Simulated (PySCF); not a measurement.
**[Dy(PH3)2]3+: other functionals and bases at one geometry**

One table from this session's results is given with a row withheld; the runs are named, their logs left out.

Program: PySCF 2.14.0. Level of theory: several levels, as the steps say, no spin–orbit coupling. These are calculated values, not measurements.

3 further runs of the same task are left out: 2 for a known fault of the program, 1 that didn't finish.

## Starting geometry

9 atoms, charge 3, spin multiplicity 1.

Bond lengths: Dy1–P2 2.929 Å, Dy1–P6 2.929 Å, P2–H3 1.436 Å, P2–H4 1.434 Å, P2–H5 1.436 Å, P6–H7 1.436 Å, P6–H8 1.436 Å, P6–H9 1.434 Å. Angles: P2–Dy1–P6 115.0°, Dy1–P2–H3 113.1°, Dy1–P2–H4 114.8°, Dy1–P2–H5 112.1°, H3–P2–H4 105.4°, H3–P2–H5 105.2°, H4–P2–H5 105.4°, Dy1–P6–H7 113.1°, Dy1–P6–H8 112.1°, Dy1–P6–H9 114.8°, H7–P6–H8 105.2°, H7–P6–H9 105.4°, H8–P6–H9 105.4°.

Coordinates:

```xyz
9
charge 3, multiplicity 1
Dy    0.23563   -1.36566    0.00000
P    -0.01702    0.18770    2.46969
H     1.24899    0.51162    3.06459
H    -0.70092    1.44015    2.32603
H    -0.73859   -0.52613    3.48556
P    -0.01702    0.18770   -2.46969
H     1.24899    0.51162   -3.06459
H    -0.73859   -0.52613   -3.48556
H    -0.70092    1.44015   -2.32603
```

Formal oxidation states: Dy +3. Each metal's 9 4f electrons lie in its core potential, so multiplicities, spins and levels count the valence alone. An earlier session relaxed this geometry at BP86, Dy lcecp-1-SVP with ECP55, P def2-SVP, H def2-SVP (singlet, point group Cs).

At BP86 on the finer grid: E = -722.071817 Eh, HOMO -21.47 eV, LUMO -18.36 eV, Mulliken charge on Dy1 +1.79 e, largest force component 0.002 eV/Å. 

Levels to run: BLYP; TPSS; r2SCAN; TPSSh; BP86, TZVP. Hardware: 2 threads of Arm Neoverse V1, shared host.

Set-up of the first run:

File run.py (the lines that set the calculation):

```python
mol = gto.M(atom='''
Dy     0.23563    -1.36566     0.00000
P     -0.01702     0.18770     2.46969
H      1.24899     0.51162     3.06459
H     -0.70092     1.44015     2.32603
H     -0.73859    -0.52613     3.48556
P     -0.01702     0.18770    -2.46969
H      1.24899     0.51162    -3.06459
H     -0.73859    -0.52613    -3.48556
H     -0.70092     1.44015    -2.32603''',
    basis={'Dy': 'lcecp-1-SVP', 'P': 'def2-SVP', 'H': 'def2-SVP'},
    ecp={'Dy': 'lcecp-1-SVP'},
    charge=3, spin=0)
mf = dft.RKS(mol, xc='BLYP')
mf.grids.atom_grid = (75, 302)  # f atoms: unpruned, at least (60, 302)
mf = mf.density_fit()  # fitting sets: Dy AutoAux, P def2-universal-JKFIT, H def2-universal-JKFIT
mf.conv_tol = 1e-08; mf.max_cycle = 55
mf.kernel(dm0)  # dm0: the density of the relaxed state
```

Launch:

```
$ OMP_NUM_THREADS=2 python run.py
```

Among the steps run: BLYP; TPSS; r2SCAN; TPSSh; BP86, TZVP.

One of the session's tables, all rows but one given; the rest of the session is left out.

```
              level  HOMO (eV)  gap (eV)  charge on Dy1 (e)  dipole (D)  largest force component (eV/Å)
BP86 (relaxed here)     -21.47      3.11               1.79        2.84                            0.00
               BLYP     -21.21      2.90               1.74        2.84                            0.17
               TPSS          ?         ?                  ?           ?                               ?
             r2SCAN     -21.61      3.69               1.90        2.46                            0.21
              TPSSh     -21.93      4.15               1.90        2.39                            0.37
         BP86, TZVP     -21.33      3.08               1.88        2.90                            0.20
```

Q: Estimate the row for TPSS from the others.

As computed: HOMO (eV): -21.52; gap (eV): 3.37; charge on Dy1 (e): 1.87; dipole (D): 2.54; largest force component (eV/Å): 0.31. In the column «HOMO (eV)» it lies between r2SCAN (-21.61) and BP86 (relaxed here) (-21.47).

The dipole of a charged species depends on the origin, so these sizes hold for this origin alone.

In one basis the gap runs from 2.90 eV (BLYP) to 4.15 eV (TPSSh). The largest leftover force, 0.37 eV/Å with TPSSh, stands at a geometry relaxed at another level. With 4f in the core, its levels are missing from HOMO and gap, and its count is fixed, so no charge can pass from the ligands into it. Total energies of different levels can't be compared.
